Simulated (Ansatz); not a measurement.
## CH₇ClGeOSi, SMILES ClC[SiH2][O][GeH3]: a rigid torsion scan, step by step

Program: Ansatz 0.2.0, Python API.

Notebook, run cell by cell (the value of a cell's last expression is shown):

**Cell 1**
```python
import ansatz
from ase import Atoms
```

**Cell 2**
```python
params = {
    "basis": "def2-SVP",
    "xc": "b3lyp",
    "force_tol": 0.02,
}
```

**Cell 3**
```python
atoms = Atoms(["Cl", "C", "Si", "O", "Ge", "H", "H", "H", "H", "H", "H", "H"], positions=[
    (-3.1921, -0.2616, -0.5384),
    (-1.646, -0.5718, 0.2822),
    (-0.5406, 0.9253, 0.1121),
    (0.9261, 0.6782, 0.9788),
    (1.9971, -0.2553, -0.1148),
    (-1.156, -1.4533, -0.1789),
    (-1.8319, -0.7726, 1.3572),
    (-1.2368, 2.0846, 0.6891),
    (-0.2937, 1.2127, -1.3111),
    (3.3545, -0.4981, 0.5926),
    (2.2563, 0.5419, -1.4196),
    (1.3631, -1.63, -0.4492),
])
```

**Cell 4**
```python
# relax first, so that the scan starts from a minimum
first = (
    ansatz.Crystal.molecule_from_ase(atoms).calculation()
    .basis(gaussian=params["basis"])
    .functional(params["xc"])
    .relax(force_tolerance=params["force_tol"], max_steps=80)
)
atoms.positions = first.run().report["positions_ang"]

start = atoms.get_dihedral(1, 2, 3, 4)
energies = {}
for turn in range(0, 360, 30):
    turned = atoms.copy()
    turned.set_dihedral(1, 2, 3, 4, start + turn, indices=[3, 4, 9, 10, 11])
    base = (
        ansatz.Crystal.molecule_from_ase(turned).calculation()
        .basis(gaussian=params["basis"])
        .functional(params["xc"])
    )
    energies[round((start + turn) % 360)] = base.run().report["free_energy_ev"]
floor = min(energies.values())
print("dihedral C1-Si2-O3-Ge4 (deg)   E - E(min) (eV)")
for angle, e in sorted(energies.items()):
    print(f"{angle:8d} {(e - floor):14.3f}  " + "#" * int(30 * (e - floor) / max(max(energies.values()) - floor, 1e-9)))
```
Output:
```text
dihedral C1-Si2-O3-Ge4 (deg)   E - E(min) (eV)
      22          0.065  ###########################
      52          0.046  ###################
      82          0.028  ###########
     112          0.019  #######
     142          0.007  ###
     172          0.000
     202          0.005  ##
     232          0.015  ######
     262          0.021  ########
     292          0.034  ##############
     322          0.056  #######################
     352          0.072  ##############################
```

Reading the output:
- The scan is rigid and the energies are electronic, in a modest basis. With rigid groups the curve can differ much from the relaxed path, the start wasn't checked as a minimum of this torsion, and equivalent turns needn't return to the same energy.
- b3lyp holds the VWN-RPA fit, as in Gaussian; the form of ORCA and Turbomole is b3lyp5.
- It ran for 6.8 min on 1 thread of Arm Neoverse V1, with other jobs on the host, peak memory 0.43 GiB.
